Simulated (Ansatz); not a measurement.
# CH₄OSZn: up Jacob's ladder to CCSD(T)

One table from this session's results is given with a row withheld; the runs are named, their logs left out.

The runs use Ansatz 0.2.0, Gaussian basis; functionals in def2-TZVPP, the program's frozen cores in correlated methods.

The runs, in order: LDA (SPW92), PBE-D4, revPBE-D4, BLYP-D4, r2SCAN-D4, B97M-V, PBE0-D4, B3LYP-D4, r2SCANh-D4, r2SCAN0-D4, HSE06-D4, BHLYP-D4, CAM-B3LYP-D4, LC-ωPBE, ωB97X-V, ωB97M-V, B2PLYP, PBE-QIDH; CCSD(T)/def2-SVP; CCSD(T)/def2-TZVPP; MP2/def2-QZVPP; extrapolation to the limit; RPA on PBE.

### Structure used throughout

The geometry comes from an earlier relaxation with PBE0-D4 in a triple-zeta def2 set; it is a stationary point, not always the lowest conformer.

SMILES `SC[O][ZnH]`, 8 atoms, charge 0, spin multiplicity 1.

Atoms are counted from 1 here; the program's logs count them from 0.

Bond lengths: S1–C2 1.857 Å, S1–H5 1.344 Å, C2–O3 1.360 Å, C2–H6 1.099 Å, C2–H7 1.096 Å, O3–Zn4 1.833 Å, Zn4–H8 1.523 Å. Angles: C2–S1–H5 96.3°, S1–C2–O3 111.9°, S1–C2–H6 102.7°, S1–C2–H7 106.8°, O3–C2–H6 113.5°, O3–C2–H7 112.9°, H6–C2–H7 108.3°, C2–O3–Zn4 112.6°, O3–Zn4–H8 165.9°.

The first run:

File in.yaml:

```yaml
crystal:
  periodic: [false, false, false]
  atoms:
    - {symbol: S, position_ang: [0.609062, 1.333072, -0.228151]}
    - {symbol: C, position_ang: [0.731118, -0.252060, 0.731712]}
    - {symbol: O, position_ang: [-0.284865, -1.105532, 0.433453]}
    - {symbol: Zn, position_ang: [-1.608704, -0.307476, -0.550973]}
    - {symbol: H, position_ang: [1.070155, 0.837876, -1.389551]}
    - {symbol: H, position_ang: [0.721001, 0.094987, 1.774908]}
    - {symbol: H, position_ang: [1.720066, -0.675319, 0.520044]}
    - {symbol: H, position_ang: [-2.865633, 0.017353, -1.347240]}
basis:
  gaussian: {orbitals: def2-TZVPP}
hamiltonian: {xc: lda}
output: {orbitals: {seedname: orbitals}}
```

The run is started by

```
$ ansatz run in.yaml --threads 4 --pin off --events-out ev --progress --plain --max-ram 10444MiB
```

Among the steps run: LDA; PBE-D4 (GGA); revPBE-D4 (GGA); BLYP-D4 (GGA); r2SCAN-D4 (meta-GGA); B97M-V (meta-GGA); B3LYP-D4 (hybrid); r2SCANh-D4 (hybrid); r2SCAN0-D4 (hybrid); HSE06-D4 (hybrid); BHLYP-D4 (hybrid); CAM-B3LYP-D4 (range-separated); LC-ωPBE (range-separated); ωB97X-V (range-separated); ωB97M-V (range-separated); B2PLYP (double hybrid); PBE-QIDH (double hybrid).

One of the session's tables, all rows but one given; the rest of the session is left out.

It belongs to the step «Orbital energies across the functionals». 

```
  functional  HOMO (eV)  gap (eV)
 LDA (SPW92)      -6.20      4.72
      PBE-D4      -6.03      4.76
   revPBE-D4      -5.97      4.79
     BLYP-D4      -5.92      4.71
   r2SCAN-D4      -6.31      5.36
      B97M-V      -6.41      5.30
     PBE0-D4      -7.40      7.04
    B3LYP-D4      -7.17      6.52
  r2SCANh-D4      -6.82      6.21
  r2SCAN0-D4      -7.59      7.44
    HSE06-D4      -6.99      6.27
    BHLYP-D4      -8.61      8.97
CAM-B3LYP-D4      -8.77      9.27
     LC-ωPBE     -10.11     11.70
     ωB97X-V          ?         ?
     ωB97M-V      -9.64     10.73
```

**Question.** Estimate the row for ωB97X-V.

The run gave: HOMO (eV): -9.77; gap (eV): 11.22. In the column «HOMO (eV)» it lies between LC-ωPBE (-10.11) and ωB97M-V (-9.64).
